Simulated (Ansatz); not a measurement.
# Al3GaN4: the cost of one run

Program: Ansatz 0.2.0. Level of theory: DFT r2SCAN, scalar-relativistic, plane waves, PAW. These are calculated values, not measurements.

2 further runs of the same task are left out: 2 set aside as unsound or not needed. Runs told in other sessions of the task aren't counted.

### 1 Starting point

Symmetry: Pm, No. 6, monoclinic system. Conventional cell: a = 5.038 Å, b = 3.125 Å, c = 5.410 Å, α = 90.00°, β = 90.03°, γ = 90.00°. Al (site symmetry m) has 4 N at 1.88 to 1.90 Å in its first shell of neighbours. Around Al (site symmetry m) lie 4 N at 1.89 to 1.90 Å. Around Ga (site symmetry m) lie 4 N at 1.93 to 1.96 Å. N (site symmetry m) has 3 Al at 1.89 Å and 1 Ga at 1.96 Å in its first shell of neighbours. N (site symmetry m) is surrounded by 4 Al at 1.90 Å. N (site symmetry m) has 2 Al at 1.88 to 1.89 Å and 2 Ga at 1.93 Å in its first shell of neighbours. N (site symmetry m) has 3 Al at 1.89 to 1.90 Å and 1 Ga at 1.94 Å in its first shell of neighbours.

Structure file:

```
Al Ga N
1.0
    -5.03808    0.00000   -0.00006
     0.00000   -3.12495    0.00000
    -0.00658    0.00000   10.82079
Al Ga N
6 2 8
Direct
  0.49978 0.50000 0.08363
  0.49978 0.50000 0.58363
  0.99933 0.50000 0.41745
  0.99933 0.50000 0.91745
  0.99900 0.00000 0.16582
  0.99900 0.00000 0.66582
  0.50051 0.00000 0.33310
  0.50051 0.00000 0.83310
  0.88929 0.00000 0.33316
  0.88929 0.00000 0.83316
  0.87732 0.50000 0.08357
  0.87732 0.50000 0.58357
  0.37459 0.50000 0.42034
  0.37459 0.50000 0.92034
  0.37659 0.00000 0.16293
  0.37659 0.00000 0.66293
```

It goes back to an entry of the Materials Project, which need not be the stable form.

It is built from the cell relaxed beforehand with the same method (10.65 Å³/atom).

### 2 The reference cell

The cell is repeated 2 times, 16 atoms in all. The reference gives a free energy of -13923.6201 eV, pressure 0.01 GPa, largest force 0.004 eV/Å and gap on the mesh 4.15 eV. It was computed beforehand with the settings of the runs below.

### 3 Setting up pulling the crystal apart

The cut lies on the cell's a–b face, a (0 0 1) plane of area 15.74 Å², between layers 1.81 Å apart (Al, N below, Ga, N above); the cell is 10.8 Å thick. Vector c is lengthened by d along the normal with the atoms' Cartesian places fixed: one unrelaxed cut per cell.

### 4 d = 1.00 Å

Contents of input.yaml:

```yaml
crystal:
  lattice:
    - [-5.0380822009, 0.0, -6.09628e-05]
    - [0.0, -3.1249488261, 0.0]
    - [-0.0065935851, 0.0, 11.820785961]
  atoms:
    - { symbol: Al, position: [0.4998686913, 0.5, 0.7636088345] }
    - { symbol: Al, position: [0.4998145342, 0.5, 0.305907206] }
    - { symbol: Al, position: [0.9993498262, 0.5, 0.1537886337] }
    - { symbol: Al, position: [0.9994039832, 0.5, 0.6114902622] }
    - { symbol: Al, position: [0.9990949302, 1.0, 0.8388501257] }
    - { symbol: Al, position: [0.9990407732, 1.0, 0.3811484973] }
    - { symbol: Ga, position: [0.5005143733, 1.0, 0.0765755258] }
    - { symbol: Ga, position: [0.5005685304, 1.0, 0.5342771542] }
    - { symbol: "N", position: [0.8893020881, 1.0, 0.0766270392] }
    - { symbol: "N", position: [0.8893562452, 1.0, 0.5343286676] }
    - { symbol: "N", position: [0.877414757, 0.5, 0.7635526365] }
    - { symbol: "N", position: [0.8773605999, 0.5, 0.305851008] }
    - { symbol: "N", position: [0.3746049106, 0.5, 0.1564337232] }
    - { symbol: "N", position: [0.3746590676, 0.5, 0.6141353516] }
    - { symbol: "N", position: [0.3766851563, 1.0, 0.836204741] }
    - { symbol: "N", position: [0.3766309993, 1.0, 0.3785031126] }
basis:
  ecutwfc: 500
kpoints:
  mp_grid: { grid: [5, 7, 2] }
hamiltonian:
  xc: r2scan
scf:
  occupations: { method: gaussian, width: 0.05 }
output:
  forces: true
  stress: true
  eigenvalues: true
```

Started as:

```
> ansatz run input.yaml --threads 2 --pin off --max-ram 5120MiB --backend cpu --events-out ev --progress --plain --runs-dir out
```

What time and memory should one allow on 2 threads of Arm Neoverse V1, shared host?

About 34 s, with a peak of 0.81 GiB.
